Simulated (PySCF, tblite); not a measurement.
**C₃H₁₂ClNSi₄: geometry, infrared bands and NMR shifts**

What infrared bands and NMR shifts should C₃H₁₂ClNSi₄ (`C#C[Si@@]([SiH3])(Cl)[Si@@H](N)[SiH2]C`) show?

Programs: tblite 0.8.0 and PySCF 2.14.0, with density-fitted response routines of our own. Each step states its level of theory. These are calculated values for one molecule in the gas phase, unless marked as measured. Atoms count from 0, in the outputs and in this text.

**1. The molecule as given**

21 atoms, charge 0, multiplicity 1; geometry from: force field or distance geometry start.

Bonds of the start (Å): C0–C1 1.19, C1–Si2 1.84, Si2–Si3 2.25, Si2–Cl4 2.08, Si2–Si5 2.21, Si5–N6 1.79, Si5–Si7 2.22, Si7–C8 1.88, C0–H9 1.07, Si3–H10 1.48, Si3–H11 1.46, Si3–H12 1.48, Si5–H13 1.48, N6–H14 1.04, N6–H15 1.03, Si7–H16 1.47, Si7–H17 1.46, C8–H18 1.09, C8–H19 1.11, C8–H20 1.11.

**2. Geometry optimisation with GFN2-xTB**

Job settings and geometry (Å):

```
{"job": {"kind": "relax", "xc": "GFN2-xTB", "basis": "xTB"}, "charge": 0, "multiplicity": 1}
C     -3.162800     2.756200    -0.219000
C     -2.517800     1.769800    -0.365800
Si    -1.513500     0.245600    -0.556800
Si    -2.812100    -1.468300     0.088400
Cl    -1.047700     0.075200    -2.577900
Si     0.261800     0.206700     0.756200
N      0.469300    -1.505500     1.250500
Si     2.128300     0.927000    -0.209500
C      3.542100    -0.298600    -0.007100
H     -3.766100     3.625300    -0.087600
H     -2.145900    -2.170000     1.209100
H     -2.997400    -2.418700    -1.003700
H     -4.097800    -0.897100     0.545400
H     -0.015300     1.017200     1.960400
H      0.620000    -2.103100     0.413200
H      1.206600    -1.596300     1.970400
H      2.576600     2.159300     0.453500
H      1.898300     1.222200    -1.617900
H      3.501000    -1.018600    -0.819900
H      4.479000     0.292500     0.001000
H      3.384400    -0.803900     0.971000
```

Command:

```bash
OMP_NUM_THREADS=1 python probes_run.py task.json out
```

One launch serves the whole session: the jobs run in the order shown.

**Question.** This job is followed by: GFN2-xTB harmonic vibrations, gas phase; GIAO PBE0/pcSseg-1 NMR shielding, non-relativistic, gas phase. Predict these results of the whole session: strongest single infrared mode (GFN2-xTB); zero-point energy (GFN2-xTB); 13C shifts against TMS (PBE0/pcSseg-1); 1H shifts against TMS (PBE0/pcSseg-1, means over atoms taken as alike); 29Si shifts against TMS (PBE0/pcSseg-1); 35Cl shifts against HCl (PBE0/pcSseg-1); 15N shifts against NH3 (PBE0/pcSseg-1).

The runs gave:

```
                                                              quantity                                          value
                             strongest single infrared mode (GFN2-xTB)                           766 cm⁻¹, 789 km/mol
                                          zero-point energy (GFN2-xTB)                                  82.4 kcal/mol
                                13C shifts against TMS (PBE0/pcSseg-1)                          110.0, 91.4, -9.6 ppm
1H shifts against TMS (PBE0/pcSseg-1, means over atoms taken as alike)  5.39, 4.10, 3.92, 3.86, 2.55, 0.20, -0.47 ppm
                               29Si shifts against TMS (PBE0/pcSseg-1)                -17.3, -30.4, -84.7, -100.2 ppm
                               35Cl shifts against HCl (PBE0/pcSseg-1)                                        -11 ppm
                                15N shifts against NH3 (PBE0/pcSseg-1)                                       -3.6 ppm
```

The optimisation took 115 steps and gained 0.793 eV; among the close pairs (by a distance rule), Si2–Si5 changed most, from 2.208 to 2.338 Å. The lowest mode is imaginary (39i cm⁻¹), so the xTB geometry is not a minimum. The strongest single mode, at 766 cm⁻¹, has its largest shares on H11, H10 and H12 (the list is cut at 3 atoms). Unscaled tight-binding wavenumbers are off by several per cent, some by more. Its intensities can rank the bands wrongly. At PBE0/pcSseg-1: Shielding is most anisotropic at C1 (span 301 ppm, paramagnetic term -167 ppm).
